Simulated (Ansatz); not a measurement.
Run this with the Python package of Ansatz (0.2.0) and show what comes out.

Script `polymorphs_gd.py`:
```python
# -*- coding: utf-8 -*-
import warnings

import ansatz as az
import numpy as np
import spglib
from tabulate import tabulate


def compute(name, crystal):
    calc = (
        crystal.calculation()
        .functional("r2scan")
        .basis(600)
        .kpoints(spacing=0.27)
        .occupations("cold", width=0.05)
        .spin("collinear")
        .stress()
        .band_table()
    )
    calc = calc.relax(force_tolerance=0.03, max_steps=40, fix_cell=["shape"])
    return calc.run(threads=1, backend="cpu")


def pressure_gpa(outcome):
    return float(np.trace(outcome.report["stress_gpa"]) / 3)


def space_group(outcome):
    sites = outcome.report["lattice"]["sites"]
    kinds = sorted({site["symbol"] for site in sites})
    cell = (outcome.lattice.cell_ang, [site["position_frac"] for site in sites], [kinds.index(site["symbol"]) for site in sites])
    return spglib.get_spacegroup(cell, symprec=0.01)


def main():
    warnings.simplefilter("ignore", az.DeckWarning)

    phases = {}
    fm_3m = (
        az.Lattice.fcc(5.171638)
        .space_group(225)
        .atom("Gd", (0.0, 0.0, 0.0))
        .primitive()
        .moments(Gd=7.0)
    )
    phases["Fm-3m"] = fm_3m
    im_3m = (
        az.Lattice.bcc(4.05)
        .space_group(229)
        .atom("Gd", (0.0, 0.0, 0.0))
        .primitive()
        .moments(Gd=7.0)
    )
    phases["Im-3m"] = im_3m
    p6_3_mmc = (
        az.Lattice.from_parameters(3.636, 3.636, 5.7826, alpha=90, beta=90, gamma=120)
        .space_group(194)
        .atom("Gd", (1 / 3, 2 / 3, 0.25))
        .moments(Gd=7.0)
    )
    phases["P6_3/mmc"] = p6_3_mmc

    done = {}
    for name, crystal in phases.items():
        try:
            done[name] = compute(name, crystal)
        except az.NonConvergedError as error:
            print(name, "did not converge:", str(error)[:120])

    energy = {name: o.report["energy_sigma0_ev"] / len(o.lattice.sites) for name, o in done.items()}
    lowest = min(energy.values())
    rows = [(name, len(o.lattice.sites), 1000 * (energy[name] - lowest), pressure_gpa(o), space_group(o), abs(o.report["magnetization_mub"]) / len(o.lattice.sites)) for name, o in done.items()]
    rows.sort(key=lambda row: row[2])
    print(tabulate(rows, headers=["phase", "atoms", "dE (meV/atom)", "P (GPa)", "space group", "M (muB/atom)"], floatfmt=".4f", tablefmt="simple"))


if __name__ == "__main__":
    main()
```

```console
$ python polymorphs_gd.py
phase       atoms    dE (meV/atom)    P (GPa)  space group       M (muB/atom)
--------  -------  ---------------  ---------  --------------  --------------
P6_3/mmc        2           0.0000    -0.0330  P6_3/mmc (194)          7.9358
Fm-3m           1          69.0521     0.0336  Fm-3m (225)             8.1820
Im-3m           1         146.4436    -0.0084  Im-3m (229)             7.9179
```

By space group at the end of each run: P6_3/mmc (+0 meV an atom, 33.8 Å³), Fm-3m (+69 meV an atom, 35.1 Å³) and Im-3m (+146 meV an atom, 33.6 Å³).

Reading the output:
- Open f shells: without a Hubbard U, without spin-orbit coupling; the state reached hangs on the start and needn't be the lowest.
- For the metals among these phases the mesh is modest: differences between phases can be off by up to 40 meV an atom.
- Atoms and volume are relaxed with the cell's shape held, which in cells of lower than cubic symmetry can hide stresses and shift volumes.
- Pressure is positive in compression.
- r2SCAN tends to overestimate the moments of itinerant magnets.
- The cells come from databases of deposited and of computed structures, and not all need be stable phases.
- The ranking holds among these structures alone, at zero temperature; the ground state may be another structure. Magnetic phases start from parallel moments and may not end in their lowest magnetic state. Differences under about 40 meV an atom lie within the error of mesh and functional.
- Hardware and time: 2.6 min on 1 thread of Arm Neoverse V1 (shared host), peak memory 0.77 GiB.

(A comment or docstring line of the script was reworded after the run, the code is as it ran; lines on the test bed's own set-up are left out of the output.)
